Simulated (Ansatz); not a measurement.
# Ir2Ru: the cost of one run

Computed with Ansatz 0.2.0 (DFT PBE, scalar-relativistic, plane waves, PAW, unless a step's input says otherwise).

3 further runs of the same task are left out: 1 that didn't finish, 2 set aside as unsound or not needed.

**1. The structure to begin with**

It takes space group P-6m2 (No. 187, hexagonal). Conventional cell: a = 2.742 Å, b = 2.742 Å, c = 13.156 Å, α = 90.00°, β = 90.00°, γ = 120.00°. Ru (site symmetry 3m) is surrounded by 6 Ir at 2.67 to 2.69 Å and 6 Ru at 2.74 Å. Ir (site symmetry -6m2) has 12 Ir at 2.74 to 2.75 Å as nearest neighbours. Ir (site symmetry 3m) has 3 Ru at 2.67 Å and 9 Ir at 2.74 to 2.75 Å as nearest neighbours. Ir (site symmetry -6m2) has 6 Ru at 2.69 Å and 6 Ir at 2.74 Å as nearest neighbours.

Coordinates:

```
Ru Ir
1.0
     2.74209    0.00000    0.00000
    -1.37104    2.37472    0.00000
     0.00000    0.00000   13.15563
Ru Ir
2 4
Direct
  0.33333 0.66667 0.66520
  0.33333 0.66667 0.33480
  0.33333 0.66667 0.00000
  0.66667 0.33333 0.82910
  0.66667 0.33333 0.17090
  0.66667 0.33333 0.50000
```

It is the end of an earlier relaxation with the same method, from a generated guess; it is a trial structure. At a tolerance of 0.05 Å it has space group P-6m2 (No. 187); it has 14.28 Å³/atom, an uncorrected energy of -0.00 eV/atom over the elements.

**2. Static run: bands, density of states and charges**

The input, input.yaml:

```yaml
crystal:
  lattice:
    - [2.7420893952, 0.0, 0.0]
    - [-1.3710446976, 2.3747190757, 0.0]
    - [0.0, 0.0, 13.1556339874]
  atoms:
    - { symbol: Ru, position: [0.3333333333, 0.6666666667, 0.6651991616] }
    - { symbol: Ru, position: [0.3333333333, 0.6666666667, 0.3348008384] }
    - { symbol: Ir, position: [0.3333333333, 0.6666666667, 0.0] }
    - { symbol: Ir, position: [0.6666666667, 0.3333333333, 0.8290963385] }
    - { symbol: Ir, position: [0.6666666667, 0.3333333333, 0.1709036615] }
    - { symbol: Ir, position: [0.6666666667, 0.3333333333, 0.5] }
basis:
  ecutwfc: 420
kpoints:
  mp_grid: { grid: [18, 18, 4] }
  band_path:
    path:
      - [[0.0, 0.0, 0.0], [0.5, 0.0, 0.0], [0.33333333, 0.33333333, 0.0], [0.0, 0.0, 0.0], [0.0, 0.0, 0.5], [0.5, 0.0, 0.5], [0.33333333, 0.33333333, 0.5], [0.0, 0.0, 0.5]]
      - [[0.5, 0.0, 0.5], [0.5, 0.0, 0.0]]
      - [[0.33333333, 0.33333333, 0.5], [0.33333333, 0.33333333, 0.0]]
    npoints: 14
hamiltonian:
  xc: pbe
scf:
  occupations: { method: gaussian, width: 0.1 }
  n_extra_bands: 15
output:
  forces: true
  stress: true
  eigenvalues: true
  populations: true
  dos: { projected: true, de: 0.02, nscf_kmesh: { grid: [22, 22, 5] } }
  bader: true
  write_density: true
  write_potential: true
  elf: true
  volumetric_format: npy
```

Launch:

```bash
$ ansatz run input.yaml --threads 1 --pin off --max-ram 2560MiB --backend cpu --events-out ev --progress --plain --runs-dir out
```

Q: Estimate wall time and peak memory on 1 thread of Intel Xeon at 2.50GHz (Skylake/Cascade Lake), shared host.

About 6 min, with a peak of 0.85 GiB.
